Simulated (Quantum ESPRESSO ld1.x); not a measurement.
# Sr⁺ in [Ar] 3d10 4s2 4p5.75 5s1 4f0.25: an all-electron calculation

Wanted: eigenvalues, radial structure and energy terms of the strontium ion Sr+.

Program: Quantum ESPRESSO ld1.x 7.5. Level of theory: scalar-relativistic Kohn-Sham, LDA (Slater exchange, Perdew-Zunger correlation), spin-polarised, spherical densities, point nucleus; open shells are filled with parallel spins first. These are calculated values, not measurements, unless marked.

### Step 1. Starting point

```
element       : strontium (Z = 38)
charge        : +1
electrons     : 37
configuration : [Ar] 3d10 4s2 4p5.75 5s1 4f0.25
```

### Step 2. Self-consistent calculation

The input, ld1.in:

```fortran
 &input
    zed=38.0,
    iswitch=1,
    rel=1,
    lsd=1,
    dft='PZ',
    config='[Ar] 3d10 4s2 4p5.75 5s1 4f0.25',
    verbosity='high',
    prefix='ld1',
    max_out_wfc=37,
    file_charge='ld1.rho',
 /
```

What does the calculation give?

The runs gave:

| quantity | value |
| --- | --- |
| total energy | -3175.3354 hartree |
| exchange-correlation share of it | 3.18 % |
| −T/E | 1.0252 |
| highest occupied level | 4f up, -1.864 eV |
| most extended occupied level | 4f up, <r> = 9.85 bohr |
| radius at density 0.001 e/bohr³ | 4.44 bohr |
| maxima of the radial density | 3 |

**Reading.** 5 principal shells are occupied and 3 maxima appear in the radial density; where shells overlap, one shows as a shoulder or not at all. Relativity lifts −T/E to 1.025. This is not the tabulated ground configuration, so its levels and sizes aren't those of the ground state, and no measured value stands beside it.
